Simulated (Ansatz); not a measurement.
# Tantalum, fcc under BLYP: ground state and equation of state

What does BLYP give for tantalum in the fcc structure? We relax it, solve it on a dense k-mesh, then scale the cell to 7 volumes from 88 to 112 % of the relaxed one and try a fit of the equation of state. Spin polarisation is left out. The k-meshes are 13×13×13 for the relaxation; 21×21×21 for the dense run; 14×14×14 for the volumes.

This is Ta in the fcc structure; at room conditions it is bcc.

Computed with Ansatz 0.2.0 (DFT BLYP, plane waves (420 eV) with PAW, scalar-relativistic; the PAW data stem from PBE, with regenerated cores, unless a step says otherwise).

## Step 1: The starting structure

It takes space group Fm-3m (No. 225, cubic). Conventional cell: a = 4.165 Å, b = 4.165 Å, c = 4.165 Å, α = 90.00°, β = 90.00°, γ = 90.00°. Around Ta (site symmetry m-3m) lie 12 Ta at 2.95 Å.

Coordinates:

```xyz
1
Lattice="0.0000 2.0825 2.0825 2.0825 0.0000 2.0825 2.0825 2.0825 0.0000" Properties=species:S:1:pos:R:3 pbc="T T T"
Ta    0.0000    0.0000    0.0000
```

## Step 2: Geometry optimisation

Contents of input.yaml:

```yaml
crystal:
  lattice:
    - [0.0, 2.0825235034, 2.0825235034]
    - [2.0825235034, 0.0, 2.0825235034]
    - [2.0825235034, 2.0825235034, 0.0]
  atoms:
    - { symbol: Ta, position: [0.0, 0.0, 0.0] }
hamiltonian:
  xc: blyp
  pseudopotentials:
    kind: paw
    azcp:
      Ta: "pseudopotentials/Ta.paw.azcp"
basis:
  ecutwfc: 420
  fft_grid_basis: typed
kpoints:
  mp_grid: { grid: [13, 13, 13], shift: [0, 0, 0] }
magnetization:
  spin_polarized: false
scf:
  occupations: { method: fermi_dirac, width: 0.1 }
relax:
  max_steps: 60
  f_tol: 0.01
  cell: {}
```

The runs that follow: The energy on a finer k-mesh; Equation of state: 88 %; Equation of state: 92 %; Equation of state: 96 %; Equation of state: 100 %; Equation of state: 104 %; Equation of state: 108 %; Equation of state: 112 %.

Q: Predict the outcome of this session. Wanted: space group; conventional cell; volume; shortest distance; gap on the mesh; relative to bcc; V₀, B₀, B₀′.

The runs gave:

| quantity | value |
| --- | --- |
| space group (spins left aside) | Fm-3m (No. 225) |
| conventional cell | a = 4.265 Å |
| volume | 19.394 Å³/atom |
| shortest distance | 3.016 Å |
| gap on the mesh | none (levels filled in part) |
| relative to bcc | +229 meV/atom |
| V₀, B₀, B₀′ | 19.386 Å³/atom, 177 GPa, 3.8 |

**Reading.** From the guessed start the volume grew by 7.4 % in 6 steps. It lies 229 meV/atom above the element's reference form at the same level (bcc, from a run of its own). Levels at the Fermi energy are filled in part, as in a metal. B₀ comes out at 177 GPa. Relaxation kept the symmetry; phonons were not checked.
